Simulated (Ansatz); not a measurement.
This script makes an equation of state with a fit of LaS, space group Fm-3m with Ansatz's Python interface.

Script `run_eos.py`:
```python
# -*- coding: utf-8 -*-
'''Energy against volume for LaS, with a fit.'''

import warnings

import ansatz as az
import numpy as np
from scipy.optimize import curve_fit

vectors0 = np.array([
    [0.0, 2.927, 2.927],
    [2.927, 0.0, 2.927],
    [2.927, 2.927, 0.0],
])
sites = [
    ('La', [0.0, 0.0, 0.0]),
    ('S', [0.5, 0.5, 0.5]),
]


def make_crystal(cell):
    crystal = az.Crystal(lattice=az.Lattice.of(cell))
    for symbol, position in sites:
        crystal = crystal.atom(symbol, position)
    return crystal

def vinet(v, e0, v0, b0, b1):
    eta = (v / v0) ** (1 / 3)
    return e0 + 2 * b0 * v0 / (b1 - 1) ** 2 * (2 - (5 + 3 * b1 * (eta - 1) - 3 * eta) * np.exp(-1.5 * (b1 - 1) * (eta - 1)))

warnings.simplefilter('ignore', az.DeckWarning)

# scale the volume, keep shape and fractions
volumes, energies, pressures = [], [], []
for scale in np.linspace(0.94, 1.06, 7):
    cell = vectors0 * scale ** (1 / 3)
    job = make_crystal(cell).calculation()
    job = job.functional('lda')
    job = job.occupations(az.OccupationsMethod.COLD, width=0.01)
    job = job.accuracy('medium')
    job = job.scf(tolerance=1e-05, algorithm='density_mixing')
    job = job.basis(530)
    job = job.kpoints(7, 7, 7).stress()
    rep = job.run(threads=1).report
    volumes.append(abs(np.linalg.det(cell)) / len(sites))
    energies.append(rep['free_energy_ev'] / len(sites))
    pressures.append(np.trace(rep['stress_gpa']) / 3)
    print(f'V = {volumes[-1]:8.4f} A^3/atom  F = {energies[-1]:.5f} eV/atom  P = {pressures[-1]:8.3f} GPa')

guess = (min(energies), volumes[int(np.argmin(energies))], 0.5, 4.5)
(e0, v0, b0, b1), _ = curve_fit(vinet, np.array(volumes), np.array(energies), p0=guess, maxfev=20000)
print(f'Vinet fit: V0 = {v0:.4f} A^3/atom, B0 = {160.21766 * b0:.1f} GPa, B1 = {b1:.2f}')
print('largest residual', round(1000 * float(np.abs(vinet(np.array(volumes), e0, v0, b0, b1) - energies).max()), 3), 'meV/atom')
```

From its runs, with one value withheld:

| V (Å³/atom) | F less the lowest row shown (meV/atom) |
| --- | --- |
| 23.572 | 2.21 |
| 24.074 | 0.00 |
| 24.575 | 3.91 |
| 25.077 | 13.27 |
| 25.578 | 27.49 |
| 26.080 | 46.02 |
| 26.581 | ? |

What is the missing energy at 26.581 Å³ an atom?

A third-order Birch-Murnaghan fit, E = E0 + (9 V0 B0 / 16) [(t - 1)³ B' + (t - 1)² (6 - 4t)] with t = (V0/V)^(2/3), through the 6 rows shown gives V0 = 23.995 Å³, B0 = 95.2 GPa, B' = 4.56 and E0 = -0.08 meV. At V = 26.581 Å³, t = 0.93404, and the fit extrapolates to 68.41 meV. The run gave 68.39 meV, a miss of 0.02 meV.

Reading the output:
- The settings weren't tested for convergence.
- The mesh is modest for a metal, so energies can be off by several to tens of meV an atom and pressures by half a GPa or more; differences at equal mesh fare better.
- The program warned that this SCF threshold is loose for forces or stresses.
- Pressure is positive in compression.
- The starting cell is as deposited in a crystallographic database; the results hold for this polymorph, which needn't be the stable one.
- The script silences the warnings on its input, which a real study should read.
- Finished in 7.3 s on 1 thread of Intel(R) Xeon(R) CPU @ 2.80GHz (Skylake/Cascade Lake) (shared host), peak memory 0.46 GiB.

(A comment or docstring line of the script was reworded after the run, the code is as it ran.)
